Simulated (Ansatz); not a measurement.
# AlRu: the cost of one run

Method: DFT r2SCAN, scalar-relativistic, plane waves, PAW, in Ansatz 0.2.0.

### Step 1. The starting structure

Symmetry: Pm-3m, No. 221, cubic system. Conventional cell: a = 2.992 Å, b = 2.992 Å, c = 2.992 Å, α = 90.00°, β = 90.00°, γ = 90.00°. Al (site symmetry m-3m) has 8 Ru at 2.59 Å as nearest neighbours. Ru (site symmetry m-3m) has 8 Al at 2.59 Å as nearest neighbours.

Structure file:

```cif
data_structure
_symmetry_space_group_name_H-M 'Pm-3m'
_symmetry_Int_Tables_number 221
_cell_length_a 2.9916
_cell_length_b 2.9916
_cell_length_c 2.9916
_cell_angle_alpha 90.000
_cell_angle_beta 90.000
_cell_angle_gamma 90.000
_cell_volume 26.77
loop_
_atom_site_label
_atom_site_type_symbol
_atom_site_symmetry_multiplicity
_atom_site_Wyckoff_symbol
_atom_site_fract_x
_atom_site_fract_y
_atom_site_fract_z
_atom_site_occupancy
Al1 Al 1 a 0.00000 0.00000 0.00000 1
Ru1 Ru 1 b 0.50000 0.50000 0.50000 1
```

Source of the structure: the Crystallography Open Database.

### Step 2. Probe: one point at the start

input.yaml reads:

```yaml
crystal:
  lattice:
    - [2.9916, 0.0, 0.0]
    - [0.0, 2.9916, 0.0]
    - [0.0, 0.0, 2.9916]
  atoms:
    - { symbol: Al, position: [0.0, 0.0, 0.0] }
    - { symbol: Ru, position: [0.5, 0.5, 0.5] }
basis:
  ecutwfc: 350.0
kpoints:
  mp_grid: { grid: [6, 6, 6] }
hamiltonian:
  xc: r2scan
scf:
  occupations: { method: gaussian, width: 0.1 }
output:
  forces: true
  stress: true
  eigenvalues: true
```

Started as:

```sh
$ ansatz run input.yaml --threads 1 --pin off --max-ram 2560MiB --backend cpu --events-out ev --progress --plain --runs-dir out
```

Q: Estimate wall time and peak memory on 1 thread of Arm Neoverse V2, shared host.

About 1.1 s, with a peak of 0.29 GiB.
